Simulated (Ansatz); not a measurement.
# C7H6I: the cost of one run

Computed with Ansatz 0.2.0 (the levels named in each step, unless a step's input says otherwise).

**1. Starting point**

Bond lengths: C1–C2 1.374 Å, C2–C3 1.429 Å, C3–C4 1.368 Å, C4–C5 1.394 Å, C5–C6 1.389 Å, C2–C7 1.426 Å, C6–C7 1.374 Å, C7–I8 2.118 Å, C1–H9 1.075 Å, C1–H10 1.075 Å, C3–H11 1.080 Å, C4–H12 1.080 Å, C5–H13 1.079 Å, C6–H14 1.080 Å. Angles (14 of 21 angles, heavy atoms first): C1–C2–C3 120.0°, C1–C2–C7 124.5°, C3–C2–C7 115.5°, C2–C3–C4 122.2°, C3–C4–C5 120.3°, C4–C5–C6 119.7°, C5–C6–C7 120.5°, C2–C7–C6 121.9°, C2–C7–I8 120.6°, C6–C7–I8 117.5°, C2–C1–H9 122.4°, C2–C1–H10 120.4°, C2–C3–H11 117.3°, C4–C3–H11 120.5°.

Structure file:

```xyz
14

C    -1.0937   -2.1936   -0.4705
C     0.2056   -1.7463   -0.4626
C     1.2724   -2.6442   -0.7774
C     2.5814   -2.2477   -0.7822
C     2.9174   -0.9294   -0.4776
C     1.9155   -0.0196   -0.1651
C     0.5979   -0.4098   -0.1558
I    -0.8523    1.0518    0.3385
H    -1.9251   -1.5530   -0.2402
H    -1.3149   -3.2172   -0.7126
H     1.0083   -3.6641   -1.0135
H     3.3602   -2.9557   -1.0238
H     3.9478   -0.6106   -0.4808
H     2.1788    1.0007    0.0707
```

**2. A rough first relaxation, PBE-D4/def2-SVP**

File input.yaml:

```yaml
crystal:
  periodic: [false, false, false]
  atoms:
    - { symbol: C, position_ang: [-1.09373, -2.19363, -0.47051] }
    - { symbol: C, position_ang: [0.20564, -1.74629, -0.46255] }
    - { symbol: C, position_ang: [1.27238, -2.64421, -0.77739] }
    - { symbol: C, position_ang: [2.58145, -2.24771, -0.78223] }
    - { symbol: C, position_ang: [2.91743, -0.92945, -0.47763] }
    - { symbol: C, position_ang: [1.91546, -0.01961, -0.16511] }
    - { symbol: C, position_ang: [0.59795, -0.40976, -0.15583] }
    - { symbol: I, position_ang: [-0.85231, 1.05185, 0.3385] }
    - { symbol: H, position_ang: [-1.92513, -1.55302, -0.24022] }
    - { symbol: H, position_ang: [-1.31493, -3.21723, -0.71256] }
    - { symbol: H, position_ang: [1.00833, -3.6641, -1.01346] }
    - { symbol: H, position_ang: [3.3602, -2.95571, -1.02377] }
    - { symbol: H, position_ang: [3.94783, -0.61057, -0.48077] }
    - { symbol: H, position_ang: [2.17884, 1.00065, 0.07075] }
magnetization:
  spin_polarized: true
  initial_magnetization: 1
basis:
  gaussian: { orbitals: def2-SVP }
hamiltonian:
  xc: pbe
  dispersion: d4
relax:
  f_tol: 0.03
  max_steps: 200
```

On the command line:

```console
> ansatz run input.yaml --threads 8 --pin off --max-ram 22528MiB --backend cpu --events-out ev --progress --plain --runs-dir out
```

What time and memory should one allow on 8 threads of Arm Neoverse V1, shared host?

About 12 s, with a peak of 0.3 GiB.
